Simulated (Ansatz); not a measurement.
Crystal: CoCl2O2.

```
CELL_PARAMETERS angstrom
3.58087 -3.92695 0.00000
3.58087 3.92695 0.00000
-0.42040 0.00000 3.45761
ATOMIC_POSITIONS crystal
Co 0.00000 0.00000 0.00000
Cl 0.76552 0.76552 0.42794
Cl 0.23448 0.23448 0.57206
O 0.79184 0.20816 0.00000
O 0.20816 0.79184 0.00000
```

The cell comes from a database or a generator and needn't be the stable form of this composition.

Base run:

```yaml
Program: Ansatz 0.2.0
Functional: PBE
Potentials_or_basis: Ansatz PAW
Cutoff: "420 eV (not typed: the program's choice for these potentials)"
k_mesh: 4 × 4 × 7
Occupations: fermi-dirac, width 0.05 eV
Spin: collinear spin, ferromagnetic start
Starting_moments: "[2.5, 0.0, 0.0, 0.0, 0.0] μB"
Fixed_moment: 2.5 μB
```

Its results: pressure 0.5 GPa; site moments Co +1.01; Cl +0.16; O +0.37 μB; largest force 0.811 eV/Å.

Task: The run is repeated on the same cell with these changes: fixed moment from 2.5 μB to 1 μB; moments at the start from [2.5, 0.0, 0.0, 0.0, 0.0] to [1.0, 0.0, 0.0, 0.0, 0.0]. What comes out?

Result: Pressure -1.4 GPa; site moments Co +0.74; Cl +0.06; O +0.00 μB; largest force 0.582 eV/Å.

Caveats: the total moment is fixed, so each spin has its own Fermi level; a cell with one magnetic atom can't hold antiferromagnetic order, which such compounds often take; the thresholds are loose for stress.
